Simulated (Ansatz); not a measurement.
Pt, space group Im-3m: relaxations under a series of pressures, run with Ansatz 0.2.0 through its Python package.

`compress_pt.py`:
```python
import ansatz as az
from ase import Atoms
import numpy as np
import pandas as pd

def edges_and_angles(cell):
    cell = np.asarray(cell)
    a, b, c = np.linalg.norm(cell, axis=1)
    cosines = cell[1] @ cell[2] / (b * c), cell[0] @ cell[2] / (a * c), cell[0] @ cell[1] / (a * b)
    return (a, b, c, *np.degrees(np.arccos(cosines)))


def main() -> None:
    atoms = Atoms(
        ["Pt"],
        scaled_positions=[
            (0.0, 0.0, 0.0),
        ],
        cell=[
            (-1.58422, 1.58422, 1.58422),
            (1.58422, -1.58422, 1.58422),
            (1.58422, 1.58422, -1.58422),
        ],
        pbc=True,
    )
    cell = az.Crystal.from_ase(atoms)

    calculation = (
        cell.calculation()
        .kpoints(15, 15, 15)
        .functional("r2scan")
        .occupations("fermi_dirac")
    )

    rows = []
    for pressure in [0, 2, 4, 6, 8]:
        res = calculation.relax(cell=True, pressure=pressure, force_tolerance=0.005).run()
        cell = res.lattice.cell_ang
        n_atoms = len(res.lattice.sites)
        volume = abs(np.linalg.det(cell)) / n_atoms
        enthalpy = res.report["free_energy_ev"] / n_atoms + pressure * volume / 160.21766
        rows.append((pressure, volume, enthalpy, *edges_and_angles(cell)))
        print(f"{pressure} GPa done: {volume:.4f} A^3/atom")

    table = pd.DataFrame(rows, columns=["P_GPa", "V_A3_atom", "H_eV_atom", "a", "b", "c", "alpha", "beta", "gamma"])
    print(table.round(4).to_string(index=False))
    p, v = np.array([row[0] for row in rows], float), np.array([row[1] for row in rows])
    print("mean bulk modulus between rows (GPa):", np.round(-np.diff(p) / np.diff(np.log(v)), 1))


if __name__ == "__main__":
    main()
```

Its results, one of them left out:

| P (GPa) | relaxed V (Å³/atom) |
| --- | --- |
| 0 | 15.473 |
| 2 | 15.360 |
| 4 | 15.247 |
| 6 | ? |
| 8 | 15.039 |

What volume does the cell relax to at 6 GPa?

Murnaghan's form V = V0 (1 + B' P / B0)^(-1/B') through the 4 rows shown gives V0 = 15.474 Å³, B0 = 265.2 GPa and B' = 3.98, and so 15.142 Å³ an atom at 6 GPa. The run gave 15.141 Å³, 0.00 % away.

Reading the output:
- At a fixed pressure a relaxation lowers the enthalpy F + PV, while F alone can rise.
- Spin-orbit coupling, which matters for elements this heavy, is left out.
- This isn't the structure that Pt takes at ambient conditions.
- Symmetry holds the cell in this phase, whether or not it is the stable one at each pressure.
- Hardware and time: 2.3 min on 1 thread of Intel(R) Xeon(R) Platinum 8259CL CPU @ 2.50GHz (Skylake/Cascade Lake), on a shared host, peak memory 0.53 GiB.
